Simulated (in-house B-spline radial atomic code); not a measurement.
# Pr³⁰⁺: binding energies from hole states

How much more does a second hole in Pr³⁰⁺ cost because of the first?

Program: in-house B-spline radial atomic code version 1. Level of theory: Dirac-Hartree-Fock, average of configuration, Fermi nucleus, basis-set limit. These are calculated values, not measurements, unless marked.

## (1) What is computed

| Quantity | Value |
| --- | --- |
| element | praseodymium (Z = 59) |
| charge | +30 |
| electrons | 29 |
| configuration | [Ar] 3d10 4s1 |
| Hamiltonian | Dirac-Coulomb |
| nucleus | Fermi, rms radius 4.892 fm |

Outer shells as boxes (Hund's rule):

[Ar] 3d10 4s1
```
[Ar] core
3d [↑↓][↑↓][↑↓][↑↓][↑↓]
4s [↑ ]
```

The boxes draw the filling by Hund's rule, which heavy ions in jj coupling don't follow; these runs average over all states of the configuration.

The run's settings:

```ini
Z = 59
electrons = 29.0
configuration = [Ar] 3d10 4s1
hamiltonian = dirac
method = hf
spin_polarised = False
nucleus = fermi
rms_radius = 4.8919
mass_number = 141
atomic_mass = 140.907659604
speed_of_light = 137.035999084
```

From the earlier run of the reference: total energy -8765.719741 hartree. Levels, eight at most:

```csv
orbital,occupation,energy (eV),<r> (bohr)
2p1/2,2,-7581.56,0.08594
2p3/2,4,-7095.51,0.09217
3s1/2,2,-2540.79,0.2667
3p1/2,2,-2374.46,0.2563
3p3/2,4,-2272.29,0.2674
3d3/2,4,-1992.58,0.2381
3d5/2,6,-1970.53,0.2416
4s1/2,1,-1169.80,0.5479
```

Single holes known from earlier runs (ΔSCF): 1s 43279.9 eV, 2s 7952.79 eV, 3s 2535.96 eV, 3p1/2 2370.97 eV, 3p3/2 2269.17 eV, 3d3/2 1988.23 eV, 4s 1169.63 eV.

## (2) The 2s and 3p3/2 holes

In configurations, a minus sign after the shell means j = l − 1/2 and a plus sign j = l + 1/2; the count of electrons follows.

The run's settings:

```ini
Z = 59
electrons = 27.0
configuration = 1s2 2s1 2p6 3s2 3p-2 3p+3 3d10 4s1
hamiltonian = dirac
method = hf
spin_polarised = False
nucleus = fermi
rms_radius = 4.8919
mass_number = 141
atomic_mass = 140.907659604
speed_of_light = 137.035999084
```

## (3) The 3p1/2 and 3d3/2 holes

The settings differ from step 2 so:

```diff
@@ -2,3 +2,3 @@
 electrons = 27.0
-configuration = 1s2 2s1 2p6 3s2 3p-2 3p+3 3d10 4s1
+configuration = 1s2 2s2 2p6 3s2 3p-1 3p+4 3d-3 3d+6 4s1
 hamiltonian = dirac
```

## (4) The 3s and 3p3/2 holes

The settings differ from step 3 so:

```diff
@@ -2,3 +2,3 @@
 electrons = 27.0
-configuration = 1s2 2s2 2p6 3s2 3p-1 3p+4 3d-3 3d+6 4s1
+configuration = 1s2 2s2 2p6 3s1 3p-2 3p+3 3d10 4s1
 hamiltonian = dirac
```

## (5) The 3p3/2 and 4s holes

The settings differ from step 4 so:

```diff
@@ -2,3 +2,3 @@
 electrons = 27.0
-configuration = 1s2 2s2 2p6 3s1 3p-2 3p+3 3d10 4s1
+configuration = 1s2 2s2 2p6 3s2 3p-2 3p+3 3d10
 hamiltonian = dirac
```

## (6) The 1s and 1s holes

The settings differ from step 5 so:

```diff
@@ -2,3 +2,3 @@
 electrons = 27.0
-configuration = 1s2 2s2 2p6 3s2 3p-2 3p+3 3d10
+configuration = 2s2 2p6 3s2 3p6 3d10 4s1
 hamiltonian = dirac
```

Before running: What does each hole state cost in eV, and how does that compare with the orbital energies or single holes?

The runs gave:

| two holes | ΔSCF (eV) | less the two single holes (eV) |
| --- | --- | --- |
| 2s and 3p3/2 | 10326.4 | 104.43 |
| 3p1/2 and 3d3/2 | 4441.69 | 82.49 |
| 3s and 3p3/2 | 4880.98 | 75.85 |
| 3p3/2 and 4s | 3491.73 | 52.93 |
| 1s and 1s | 87537.2 | 977.36 |

Two holes cost more than the sum of each, because the second electron leaves a more charged ion. The excess runs from 52.9 eV (3p3/2 and 4s) to 977.4 eV (1s and 1s); it tends to be largest where both holes are compact. Two partly filled shells share a symmetry and can mix in the average, which may lower the energy, in these hole states: 2s and 3p3/2; 3s and 3p3/2; 1s; 2s; 3s. Values are for the free ion, measured from the vacuum level.
